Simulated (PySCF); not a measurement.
**ReF4: structure of the quartet**

The task is one start of a wider search on ReF4: the quartet, from a PBE0 minimum start. It is relaxed, tested by its Hessian and followed downhill if it is a saddle.

Program: PySCF 2.14.0. Level of theory: PBE0, basis Re def2-TZVP with ECP60, F def2-TZVP, scalar-relativistic core potentials, no spin–orbit coupling, density fitting. These are calculated values, not measurements.

## Step 1: Where the work starts

5 atoms, charge 0, spin multiplicity 4.

Bond lengths: Re1–F2 1.853 Å, Re1–F3 1.853 Å, Re1–F4 1.853 Å, Re1–F5 1.853 Å. Angles: F2–Re1–F3 180.0°, F2–Re1–F4 90.0°, F2–Re1–F5 90.0°, F3–Re1–F4 90.0°, F3–Re1–F5 90.0°, F4–Re1–F5 180.0°.

```xyz
5
charge 0 multiplicity 4
Re    0.0000    0.0000    0.0000
F    -1.3100    0.0000    1.3100
F     1.3100    0.0000   -1.3100
F     1.3100    0.0000    1.3100
F    -1.3100    0.0000   -1.3100
```

## Step 2: First SCF at the start

One driver script runs all steps and calls PySCF; scf.py shows how it sets up the SCF of each step. The optimiser is the driver's own. After this first run the driver tries any further starts and a stability analysis.

File scf.py:

```python
from pyscf import gto, scf, dft
mol = gto.M(atom='''
Re     0.000000     0.000000     0.000000
F     -1.310040    -0.000000     1.310040
F      1.310040     0.000000    -1.310040
F      1.310040     0.000000     1.310040
F     -1.310040     0.000000    -1.310040''',
    basis={'Re': 'def2-TZVP', 'F': 'def2-TZVP'},
    ecp={'Re': 'def2-TZVP'},
    charge=0, spin=3)
mf = dft.UKS(mol, xc='PBE0')
mf.grids.atom_grid = (50, 194)
aux = {'Re': 'def2-universal-JKFIT', 'F': 'def2-universal-JKFIT'}
mf = mf.density_fit(auxbasis=aux)
mf.conv_tol = 1e-08
mf.diis_space = 10
mf.max_cycle = 60
mf.init_guess = 'minao'
mf.verbose = 4
mf.kernel()
```

Started as:

```
OMP_NUM_THREADS=4 python axn.py task.json out
```

Log:

```text
init E= -457.958182586154
[... the frontier-level lines of each cycle are left out ...]
cycle= 1 E= -477.144210393769  delta_E= -19.2  |g|=  1.1  |ddm|= 5.91
cycle= 2 E= -473.084026634429  delta_E= 4.06  |g|=  3.5  |ddm|= 2.59
cycle= 3 E= -477.549497239451  delta_E= -4.47  |g|= 0.162  |ddm|= 2.13
cycle= 4 E= -477.559278249567  delta_E= -0.00978  |g|= 0.0747  |ddm|= 0.237
cycle= 5 E= -477.561526066559  delta_E= -0.00225  |g|= 0.00751  |ddm|= 0.062
cycle= 6 E= -477.561569195834  delta_E= -4.31e-05  |g|= 0.00176  |ddm|= 0.00802
cycle= 7 E= -477.561574355052  delta_E= -5.16e-06  |g|= 0.000769  |ddm|= 0.00318
cycle= 8 E= -477.561575058228  delta_E= -7.03e-07  |g|= 0.000126  |ddm|= 0.00134
cycle= 9 E= -477.561575075707  delta_E= -1.75e-08  |g|= 2.12e-05  |ddm|= 0.000232
cycle= 10 E= -477.561575075982  delta_E= -2.75e-10  |g|= 1.85e-06  |ddm|= 2.7e-05
Extra cycle  E= -477.561575075986  delta_E= -3.87e-12  |g|= 1.88e-06  |ddm|= 3.42e-06
converged SCF energy = -477.561575075986  <S^2> = 3.7583173  2S+1 = 4.0041565
```

This step, with its further starts and checks, took 46 s on 4 threads of Arm Neoverse N1, shared host.

The starts that the driver tried:

```
                      start  energy (Eh)
    the minimal-basis guess  -477.561575
a thermally smeared density  -477.561575
      a smeared PBE density  -477.561575
```

No lower solution of this spin turned up from the other starts or in the test of internal stability.

## Step 3: PBE0 minimum start, quartet: relaxation

The program finds D4h symmetry in the start, which this walk keeps. Threshold on the gradient: 0.0003 Eh/bohr, with a further test on the energy change.

scf.py: that of step 2 with these lines changed.

```diff
@@ -4 +4 @@
-F     -1.310040    -0.000000     1.310040
+F     -1.310040     0.000000     1.310040
@@ -18 +17,0 @@
-mf.init_guess = 'minao'
```

Energy and gradient, step by step:

```
step  energy (Eh)  change (kJ/mol)  largest symmetric gradient (Eh/bohr)
   0  -477.561575             0.00                               0.00018
```

The walk took 5.6 s.

Positions (Å) and forces (eV/Å) along the way:

```
step 0
Re   0.000   0.000   0.000   0.000   0.000   0.000
F   -1.310   0.000   1.310   0.009   0.000  -0.009
F    1.310   0.000  -1.310  -0.009   0.000   0.009
F    1.310   0.000   1.310  -0.009   0.000  -0.009
F   -1.310   0.000  -1.310   0.009   0.000   0.009
```

It settles in D4h symmetry, 0.0 kJ/mol below the start, after 0 steps: Re–F 1.853 Å (×4); F–Re–F 90.0° (×4), F–Re–F 180.0° (×2).

## Step 4: Is it a minimum? Harmonic modes

On the finer grid the gradient is checked again; gradients at displacements of ±0.02 bohr then give force constants and infrared intensities.

scf.py: that of step 3 with these lines changed.

```diff
@@ -12 +12 @@
-mf.grids.atom_grid = (50, 194)
+mf.grids.atom_grid = (75, 302)
@@ -15 +15 @@
-mf.conv_tol = 1e-08
+mf.conv_tol = 1e-10
```

The driver hands on the density of the step before, so the log starts near convergence.

Log of the central SCF (cycles and frontier levels):

```text
init E= -477.560764690846
[... the frontier-level lines of each cycle are left out ...]
cycle= 1 E= -477.560764690845  delta_E= 6.82e-13  |g|= 2.93e-07  |ddm|= 5.56e-07
Extra cycle  E= -477.560764690846  delta_E= -1.36e-12  |g|= 2.39e-07  |ddm|= 4.31e-07
converged SCF energy = -477.560764690846  <S^2> = 3.7583215  2S+1 = 4.0041586
```

The whole step took 91 s.

Geometry: D4h; Re–F 1.853 Å (×4); F–Re–F 90.0° (×4), F–Re–F 180.0° (×2).

Modes, for the most abundant isotopes:

```
symmetry  ω (cm⁻¹)  IR (km/mol)
     b2u       125          0.0
      eu       192         40.7
     a2u       202         17.7
     b2g       305          0.0
     b1g       662          0.0
      eu       698          550
     a1g       733          0.0
```

Every mode is real; the point is a minimum.

Constants and moments:

```yaml
Dipole_moment: 0.00 D
Highest_occupied_level: -8.62 eV
Lowest_empty_level: -4.76 eV
Rotational_constants: 0.1293, 0.1293, 0.06463 cm⁻¹
Zero-point_energy: 22.8 kJ/mol
Principal_polarisabilities: 26.9, 40.6, 40.6 bohr³
Atomisation_energy_without_zero-point_energy: 1810 kJ/mol
Principal_traceless_quadrupole_moments_about_the_centre_of_mass: -5.12, -5.12, 10.24 D Å
Entropy_at_298.15_K_and_1_bar_electronic_part_spin_only: 335.7 J/(mol K)
Heat_capacity_Cp_at_298.15_K: 85.4 J/(mol K)
Enthalpy_at_298.15_K_above_0_K: 18.48 kJ/mol
Rotational_symmetry_number: 8
Spin_squared_⟨S²⟩: 3.758
```

Populations by atom (charges in e):

| atom | Mulliken | Löwdin | polar tensor | spin (Mulliken) | Mayer order to Re1 |
| --- | --- | --- | --- | --- | --- |
| Re1 | 1.45 | 0.94 | 2.76 | 2.83 | – |
| F2,3,4,5 | -0.36 | -0.24 | -0.69 | 0.04 | 0.98 |

Mulliken populations on Re1 (outside its core potential): s 2.53, p 6.37, d 4.47, f 0.18.

## Step 5: Outcome

| quantity | value |
| --- | --- |
| minimum | quartet, D4h |
| geometry | Re–F 1.853 Å (×4); F–Re–F 90.0° (×4), F–Re–F 180.0° (×2) |
| wavenumbers (cm⁻¹) | 125 (b2u), 192 (eu), 202 (a2u), 305 (b2g), 662 (b1g), 698 (eu), 733 (a1g) |
| dipole moment | 0.00 D |
| highest occupied, lowest empty level (either spin) | -8.62, -4.76 eV |
| polar-tensor charge of Re1 | +2.76 e |
| zero-point energy | 22.8 kJ/mol |
| entropy at 298.15 K | 335.7 J/(mol K) |
| atomisation energy (no zero-point energy) | 1810 kJ/mol |
| ⟨S²⟩ | 3.758 |

What this shows: The molecule stays D4h, as typed, and the end point is a minimum. The strongest infrared band lies at 698 cm⁻¹ (eu, stretch). Re1 has a polar-tensor charge of +2.8 e (a dipole derivative, not a static charge), yet symmetry cancels the bond dipoles. Most of the spin sits on Re1 (Mulliken spin 2.83, against 3 for the whole molecule). Only this shape and spin were tried, so other structures or states may lie lower. Open d and f shells are described by one determinant, and the ground state may have another occupation or spin. With an element this heavy the missing spin–orbit coupling can shift these numbers.

The search up to here took 2.4 min.
